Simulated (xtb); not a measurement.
# SiHF3 (SMILES [H][Si](F)(F)F): levels of theory compared

Aim: a comparison of 4 runs (GFN-FF, GFN2-xTB, GFN0-xTB, GFN1-xTB) of SiHF3. 

The calculation is run with xtb 6.7.1.

2 further runs of the same task are left out: 2 set aside as unsound or not needed.

**1. The molecule**

The species is SiHF3 (5 atoms), meant as a singlet with charge 0. SMILES: `[H][Si](F)(F)F`. The shape is that of a GFN2-xTB optimisation.

Bond lengths: Si1–F3 1.580 Å, Si1–F4 1.580 Å, Si1–F5 1.580 Å, Si1–H2 1.427 Å. Angles: F3–Si1–F4 105.4°, F3–Si1–F5 105.4°, F4–Si1–F5 105.3°, H2–Si1–F3 113.2°, H2–Si1–F4 113.4°, H2–Si1–F5 113.3°.

**2. Energy and forces at GFN-FF (run 1)**

Input file .CHRG:

```
0
```

Input file .UHF:

```
0
```

Input file geom.xyz:

```xyz
5
F3HSi
Si     0.00034    -0.00083     0.08970
H      0.01302    -0.01861     1.51686
F      1.44764     0.01087    -0.54443
F     -0.73406     1.26004    -0.51649
F     -0.72694    -1.25146    -0.54564
```

Run with:

```bash
xtb geom.xyz --grad --gfnff | tee out.txt
```

Output:

```text
* xtb version 6.7.1
[...]
         ::                     SUMMARY                     ::
         :::::::::::::::::::::::::::::::::::::::::::::::::::::
         :: total energy              -0.420771592965 Eh    ::
         :: gradient norm              0.043458264584 Eh/a0 ::
         ::.................................................::
         :: bond energy               -0.393645118607 Eh    ::
         :: angle energy               0.015718030541 Eh    ::
         :: torsion energy             0.000000000000 Eh    ::
         :: repulsion energy           0.038217652390 Eh    ::
         :: electrostat energy        -0.079894188434 Eh    ::
         :: dispersion energy         -0.001167968854 Eh    ::
         :: HB energy                  0.000000000000 Eh    ::
         :: XB energy                  0.000000000000 Eh    ::
         :: bonded atm energy          0.000000000000 Eh    ::
         :: external energy            0.000000000000 Eh    ::
         :: add. restraining           0.000000000000 Eh    ::
         :: total charge               0.000000000000 e     ::
[...]
molecular dipole:
                 x           y           z       tot (Debye)
 q only:        0.008      -0.013       1.104       2.807
           -------------------------------------------------
          | TOTAL ENERGY               -0.420771592965 Eh   |
          | GRADIENT NORM               0.043458264584 Eh/α |
           -------------------------------------------------
########################################################################
[WARNING] Runtime exception occurred
-1- gfnff_setup: Could not read topology file.
########################################################################
[...]
```

Standard error:

```text
normal termination of xtb
```

It took 0.022 s on 1 thread of Intel Xeon Platinum 8375C at 2.90GHz (Ice Lake), shared host.

**3. Energy and forces at GFN2-xTB (run 2)**

Input file mol.xyz:

```xyz
5

Si     0.000340    -0.000830     0.089700
H      0.013020    -0.018610     1.516860
F      1.447640     0.010870    -0.544430
F     -0.734060     1.260040    -0.516490
F     -0.726940    -1.251460    -0.545640
```

Run with:

```bash
xtb mol.xyz --grad --json > xtb.out 2> xtb.err
```

Output:

```text
* xtb version 6.7.1
[...]
          :  # basis functions                  23          :
[...]
          :  # electrons                        26          :
[...]
          :  Hamiltonian                  GFN2-xTB          :
[...]
          :  net charge                          0          :
          :  unpaired electrons                  0          :
[...]
   *** convergence criteria satisfied after 11 iterations ***
[...]
         ::                     SUMMARY                     ::
         :::::::::::::::::::::::::::::::::::::::::::::::::::::
         :: total energy             -16.629473024554 Eh    ::
         :: gradient norm              0.000372259959 Eh/a0 ::
         :: HOMO-LUMO gap              8.458829796014 eV    ::
         ::.................................................::
         :: SCC energy               -16.686710348292 Eh    ::
         :: -> isotropic ES            0.047941095927 Eh    ::
         :: -> anisotropic ES         -0.000478353148 Eh    ::
         :: -> anisotropic XC         -0.003721735324 Eh    ::
         :: -> dispersion             -0.001893118705 Eh    ::
         :: repulsion energy           0.057237323738 Eh    ::
         :: add. restraining           0.000000000000 Eh    ::
         :: total charge              -0.000000000000 e     ::
         :::::::::::::::::::::::::::::::::::::::::::::::::::::
[...]
        13        2.0000           -0.5004822             -13.6188 (HOMO)
        14                         -0.1896259              -5.1600 (LUMO)
[...]
     #   Z          covCN         q      C6AA      α(0)
     1  14 Si       3.042     0.680   157.240    27.241
     2   1 H        0.926    -0.005     3.154     2.777
     3   9 F        0.705    -0.225    11.508     4.006
     4   9 F        0.705    -0.225    11.504     4.005
     5   9 F        0.705    -0.225    11.506     4.005
[...]
molecular dipole:
                 x           y           z       tot (Debye)
 q only:        0.005      -0.009       0.782
   full:        0.006      -0.010       0.881       2.241
molecular quadrupole (traceless):
[...]
          | TOTAL ENERGY              -16.629473024554 Eh   |
          | GRADIENT NORM               0.000372259959 Eh/α |
          | HOMO-LUMO GAP               8.458829796014 eV   |
           -------------------------------------------------
[...]
```

Standard error:

```text
normal termination of xtb
```

Wall time 0.03 s (1 thread of Intel Xeon Platinum 8375C at 2.90GHz (Ice Lake), shared host).

Run 3 isn't shown in full; the table further down has it.

**4. Energy and gradient at GFN1-xTB (run 4)**

Input file struc.xyz:

```xyz
5

Si     0.00034    -0.00083     0.08970
H      0.01302    -0.01861     1.51686
F      1.44764     0.01087    -0.54443
F     -0.73406     1.26004    -0.51649
F     -0.72694    -1.25146    -0.54564
```

Run with:

```bash
xtb struc.xyz --uhf 0 --json --gfn 1 --grad | tee xtb.out
```

Output:

```text
* xtb version 6.7.1
[...]
          :  # basis functions                  24          :
[...]
          :  # electrons                        26          :
[...]
          :  Hamiltonian                  GFN1-xTB          :
[...]
          :  net charge                          0          :
          :  unpaired electrons                  0          :
[...]
   *** convergence criteria satisfied after 9 iterations ***
[...]
         ::                     SUMMARY                     ::
         :::::::::::::::::::::::::::::::::::::::::::::::::::::
         :: total energy             -18.055638421357 Eh    ::
         :: gradient norm              0.013901228774 Eh/a0 ::
         :: HOMO-LUMO gap             10.005084619289 eV    ::
         ::.................................................::
         :: SCC energy               -18.107580164100 Eh    ::
         :: -> electrostatic           0.031638718304 Eh    ::
         :: repulsion energy           0.052767467161 Eh    ::
         :: dispersion energy         -0.000825724419 Eh    ::
         :: halogen bond corr.         0.000000000000 Eh    ::
         :: add. restraining           0.000000000000 Eh    ::
         :: total charge               0.000000000000 e     ::
         :::::::::::::::::::::::::::::::::::::::::::::::::::::
[...]
        13        2.0000           -0.5084988             -13.8370 (HOMO)
        14                         -0.1408187              -3.8319 (LUMO)
[...]
     #   Z sym  total        # sym  WBO       # sym  WBO       # sym  WBO
 ---------------------------------------------------------------------------
     1  14 Si   4.777 --     4 F    1.278     5 F    1.278     3 F    1.278
                             2 H    0.943
     2   1 H    0.995 --     1 Si   0.943
     3   9 F    1.344 --     1 Si   1.278
     4   9 F    1.344 --     1 Si   1.278
     5   9 F    1.344 --     1 Si   1.278
 ---------------------------------------------------------------------------
[...]
          | TOTAL ENERGY              -18.055638421357 Eh   |
          | GRADIENT NORM               0.013901228774 Eh/α |
          | HOMO-LUMO GAP              10.005084619289 eV   |
           -------------------------------------------------
[...]
```

Standard error:

```text
normal termination of xtb
```

It took 0.026 s on 1 thread of Intel Xeon Platinum 8375C at 2.90GHz (Ice Lake), shared host.

**5. All runs side by side**

```csv
run,level,energy (Eh),dipole moment (D),dispersion energy (kJ/mol),largest force (eV/Å),wall time
1,GFN-FF,-0.420772,2.81,-3.07,1.774,0.022 s
2,GFN2-xTB,-16.629473,2.24,-4.97,0.013,0.03 s
3,GFN0-xTB,-14.054168,2.05,-2.07,1.331,0.026 s
4,GFN1-xTB,-18.055638,2.06,-2.17,0.502,0.026 s
```

**6. Outcome**

| quantity | value |
| --- | --- |
| run 4: total energy | -18.05564 Eh |
| run 4: dipole moment | 2.06 D |
| run 4: HOMO energy | -13.84 eV |
| run 4: LUMO energy | -3.83 eV |
| run 4: HOMO–LUMO gap | 10.01 eV |
| run 4: dispersion energy | -2.17 kJ/mol |
| run 4: largest force on an atom | 0.502 eV/Å |

The dipole moment (its size) runs from 2.05 D (GFN0-xTB) to 2.81 D (GFN-FF). Over runs 2, 3, 4 the HOMO–LUMO gap runs from 6.71 eV (GFN0-xTB) to 10.01 eV (GFN1-xTB). Force-field and semi-empirical energies have zeros of their own, so their totals don't compare. All runs together took 0.1 s, the longest 0.03 s.
